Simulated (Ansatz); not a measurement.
**C2H6SSi: one species, many methods**

An exercise on one series of results from a longer session: the logs are not shown, and one member is left open.

The runs use Ansatz 0.2.0, Gaussian basis; functionals in def2-TZVPP, the program's frozen cores in correlated methods.

The runs, in order: LDA (SPW92), PBE-D4, revPBE-D4, BLYP-D4, r2SCAN-D4, B97M-V, PBE0-D4, B3LYP-D4, r2SCANh-D4, r2SCAN0-D4, HSE06-D4, BHLYP-D4, CAM-B3LYP-D4, LC-ωPBE, ωB97X-V, ωB97M-V, B2PLYP, PBE-QIDH; CCSD(T)/def2-SVP; CCSD(T)/def2-TZVPP; MP2/def2-QZVPP; extrapolation to the limit; RPA on PBE.

## Structure used throughout

An earlier PBE0-D4 in a triple-zeta def2 set relaxation fixed the geometry.

SMILES `C[Si]SC`, 10 atoms, charge 0, spin multiplicity 1.

Atoms are counted from 1 here; the program's logs count them from 0.

Bond lengths: C1–Si2 1.902 Å, C1–H5 1.095 Å, C1–H6 1.095 Å, C1–H7 1.092 Å, Si2–S3 2.120 Å, S3–C4 1.813 Å, C4–H8 1.089 Å, C4–H9 1.089 Å, C4–H10 1.090 Å. Angles: Si2–C1–H5 111.4°, Si2–C1–H6 111.6°, Si2–C1–H7 110.2°, H5–C1–H6 107.2°, H5–C1–H7 108.1°, H6–C1–H7 108.2°, C1–Si2–S3 101.6°, Si2–S3–C4 111.5°, S3–C4–H8 110.9°, S3–C4–H9 110.8°, S3–C4–H10 107.2°, H8–C4–H9 109.6°, H8–C4–H10 109.1°, H9–C4–H10 109.1°.

Set-up of the first run:

Input file in.yaml:

```yaml
crystal:
  periodic: [false, false, false]
  atoms:
    - {symbol: C, position_ang: [-0.474484, 1.498011, 0.212030]}
    - {symbol: Si, position_ang: [-1.532188, 0.664559, -1.131846]}
    - {symbol: S, position_ang: [-0.684559, -1.277545, -1.197038]}
    - {symbol: C, position_ang: [0.678402, -1.448224, -0.013064]}
    - {symbol: H, position_ang: [-0.563804, 0.975968, 1.170966]}
    - {symbol: H, position_ang: [0.587399, 1.503380, -0.056320]}
    - {symbol: H, position_ang: [-0.795233, 2.531889, 0.356441]}
    - {symbol: H, position_ang: [0.331731, -1.277946, 1.005172]}
    - {symbol: H, position_ang: [1.483683, -0.753090, -0.246358]}
    - {symbol: H, position_ang: [1.052251, -2.468402, -0.096984]}
basis:
  gaussian: {orbitals: def2-TZVPP}
hamiltonian: {xc: lda}
output: {orbitals: {seedname: orbitals}}
```

Among the steps run: LDA; PBE-D4 (GGA); revPBE-D4 (GGA); BLYP-D4 (GGA); r2SCAN-D4 (meta-GGA); B97M-V (meta-GGA); PBE0-D4 (hybrid); B3LYP-D4 (hybrid); r2SCANh-D4 (hybrid); r2SCAN0-D4 (hybrid); HSE06-D4 (hybrid); BHLYP-D4 (hybrid); CAM-B3LYP-D4 (range-separated); LC-ωPBE-D4 (range-separated; the results give it without D4); ωB97X-V (range-separated); ωB97M-V (range-separated); B2PLYP (double hybrid); PBE-QIDH (double hybrid).

One table of the session follows, with a row left open; its other results are not shown here.

It belongs to the step «Orbital energies across the functionals». 

```
  functional  HOMO (eV)  LUMO (eV)  gap (eV)
 LDA (SPW92)      -5.41      -2.83      2.58
      PBE-D4      -5.31      -2.68      2.63
   revPBE-D4      -5.27      -2.62      2.65
     BLYP-D4      -5.18      -2.52      2.66
   r2SCAN-D4      -5.50      -2.59      2.91
      B97M-V          ?          ?         ?
     PBE0-D4      -6.35      -1.91      4.45
    B3LYP-D4      -6.18      -2.07      4.11
  r2SCANh-D4      -5.88      -2.30      3.59
  r2SCAN0-D4      -6.47      -1.86      4.61
    HSE06-D4      -5.96      -2.28      3.68
    BHLYP-D4      -7.29      -1.00      6.30
CAM-B3LYP-D4      -7.63      -0.83      6.80
     LC-ωPBE      -8.91       0.19      9.10
     ωB97X-V      -8.59       0.12      8.72
     ωB97M-V      -8.43       0.03      8.46
```

Q: Estimate the row for B97M-V from the others.

The run gave: HOMO (eV): -5.57; LUMO (eV): -2.52; gap (eV): 3.05. In the column «HOMO (eV)» it lies between r2SCANh-D4 (-5.88) and r2SCAN-D4 (-5.50).
